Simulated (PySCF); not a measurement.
# HfN₂: structure of the singlet

The task is one start of a wider search on HfN₂: the singlet, from a linear start. It is relaxed, tested by its Hessian and followed downhill if it is a saddle.

Computed with PySCF 2.14.0. Level: PBE0, basis Hf def2-TZVP with ECP60, N def2-TZVP, scalar-relativistic core potentials, no spin–orbit coupling, density fitting.

## (1) Starting geometry

3 atoms, charge 0, spin multiplicity 1.

Bond lengths: Hf1–N2 1.880 Å, Hf1–N3 1.880 Å. Angles: N2–Hf1–N3 180.0°.

```xyz
3
charge 0 multiplicity 1
Hf    0.0000    0.0000    0.0000
N     0.0000    0.0000    1.8800
N     0.0000    0.0000   -1.8800
```

## (2) First SCF at the start

One driver script runs all steps and calls PySCF; scf.py shows how it sets up the SCF of each step. The optimiser is the driver's own. After this first run the driver tries any further starts and a stability analysis.

The input, scf.py:

```python
from pyscf import gto, scf, dft
mol = gto.M(atom='''
Hf     0.000000     0.000000     0.000000
N      0.000000     0.000000     1.880000
N      0.000000     0.000000    -1.880000''',
    basis={'Hf': 'def2-TZVP', 'N': 'def2-TZVP'},
    ecp={'Hf': 'def2-TZVP'},
    charge=0, spin=0)
mf = dft.RKS(mol, xc='PBE0')
mf.grids.atom_grid = (50, 194)
aux = {'Hf': 'def2-universal-JKFIT', 'N': 'def2-universal-JKFIT'}
mf = mf.density_fit(auxbasis=aux)
mf.conv_tol = 1e-08
mf.diis_space = 10
mf.max_cycle = 60
mf.init_guess = 'minao'
mf.verbose = 4
mf.kernel()
```

Started as:

```
$ OMP_NUM_THREADS=2 python axn.py task.json out
```

Further steps of the session: Relaxing the singlet from the linear start; Hessian and properties; Downhill along the imaginary mode; Frequencies; A spin-polarised start; Hessian and properties.

What does the calculation give? Wanted: minimum; geometry; wavenumbers; dipole moment; highest occupied, lowest empty level; polar-tensor charge of Hf1; zero-point energy; atomisation energy; ⟨S²⟩.

The runs gave:

| quantity | value |
| --- | --- |
| minimum | broken-symmetry (Ms = 0), C2v |
| geometry | Hf–N 1.968 Å (×2), N–N 1.272 Å; Hf–N–N 71.1° (×2), N–Hf–N 37.7° |
| wavenumbers (cm⁻¹) | 439 (b2), 461 (a1), 1355 (a1) |
| dipole moment | 5.00 D |
| highest occupied, lowest empty level (either spin) | -4.70, -3.20 eV |
| polar-tensor charge of Hf1 | +0.34 e |
| zero-point energy | 13.5 kJ/mol |
| entropy at 298.15 K | 272.4 J/(mol K) |
| atomisation energy (no zero-point energy) | 951 kJ/mol |
| ⟨S²⟩ | 1.006 |

In words: From D∞h at the start the molecule goes to a C2v minimum, after a stop at a second-order saddle point 305.1 kJ/mol higher, from which it was pushed off along an imaginary mode. The determinant is spin-contaminated (⟨S²⟩ = 1.01 against 0.00), so it is no pure spin state. The strongest infrared band lies at 1355 cm⁻¹ (a1). With 5.0 D the molecule is strongly polar. Other starts or spin states, not run here, may lie lower. The small gap makes a closed-shell description doubtful. Spin–orbit coupling, left out here, can matter for elements this heavy.
